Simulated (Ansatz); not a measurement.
# Al3Cl: what a guessed cell relaxes into

Where does this trial cell of Al3Cl go when cell and atoms are let free?

Computed with Ansatz 0.2.0 (DFT PBE, scalar-relativistic, plane waves, PAW, unless a step's input says otherwise).

### Step 1. Starting point

It takes space group P6/mmm (No. 191, hexagonal). Conventional cell: a = 4.188 Å, b = 4.188 Å, c = 5.966 Å, α = 90.00°, β = 90.00°, γ = 120.00°. Al (site symmetry mmm) is surrounded by 4 Al at 2.09 Å. Around Cl (site symmetry 6/mmm) lie 12 Al at 3.64 Å.

Structure file:

```
CELL_PARAMETERS angstrom
4.18814 0.00000 0.00000
-2.09407 3.62703 0.00000
0.00000 0.00000 5.96643
ATOMIC_POSITIONS crystal
Al 0.50000 0.00000 0.00000
Al 0.00000 0.50000 0.00000
Al 0.50000 0.50000 0.00000
Cl 0.00000 0.00000 0.50000
```

Recipe of the guess: random cell by space group and Wyckoff sites (P6/mmm, No. 191). Lengths come from tabulated atomic sizes and are only a guess.

### Step 2. The guess as it stands, on a coarse mesh

The input, input.yaml:

```yaml
crystal:
  lattice:
    - [4.18813762, 0.0, 0.0]
    - [-2.09406881, 3.62703358, 0.0]
    - [0.0, 0.0, 5.96643392]
  atoms:
    - { symbol: Al, position: [0.5, 0.0, 0.0] }
    - { symbol: Al, position: [0.0, 0.5, 0.0] }
    - { symbol: Al, position: [0.5, 0.5, 0.0] }
    - { symbol: Cl, position: [0.0, 0.0, 0.5] }
basis:
  ecutwfc: 420
kpoints:
  mp_grid: { grid: [6, 6, 4] }
hamiltonian:
  xc: pbe
scf:
  occupations: { method: gaussian, width: 0.1 }
  lower_state_search: "off"
output:
  forces: true
  stress: true
  eigenvalues: true
```

Run with:

```
$ ansatz run input.yaml --threads 1 --pin off --max-ram 2560MiB --backend cpu --events-out ev --progress --plain --runs-dir out
```

The session goes on with these runs: a loose first relaxation; full relaxation.

**Question.** What will these runs give? Wanted: conventional cell; volume; energy over the elements; gap on the mesh.

As calculated:

| quantity | value |
| --- | --- |
| symmetry at the end (tolerance 0.05 Å) | space group P6/mmm (No. 191) |
| conventional cell | a = 5.710 Å, b = 5.710 Å, c = 2.963 Å, α = 90.00°, β = 90.00°, γ = 120.00° |
| volume | 20.92 Å³/atom |
| energy over the elements (uncorrected; H, N, O, F and Cl as molecules) | +0.22 eV/atom |
| gap on the mesh | none (metal) |

In words: The space group P6/mmm (No. 191) is kept, and the volume per atom shrinks by 7.7 % from the first guess. The formation energy is positive, so the separate elements lie lower. No finished test with a distortion of lower symmetry is shown, so the end may be a saddle point. The final runs have no spin polarisation, so no magnetic state was tried and one may lie lower.
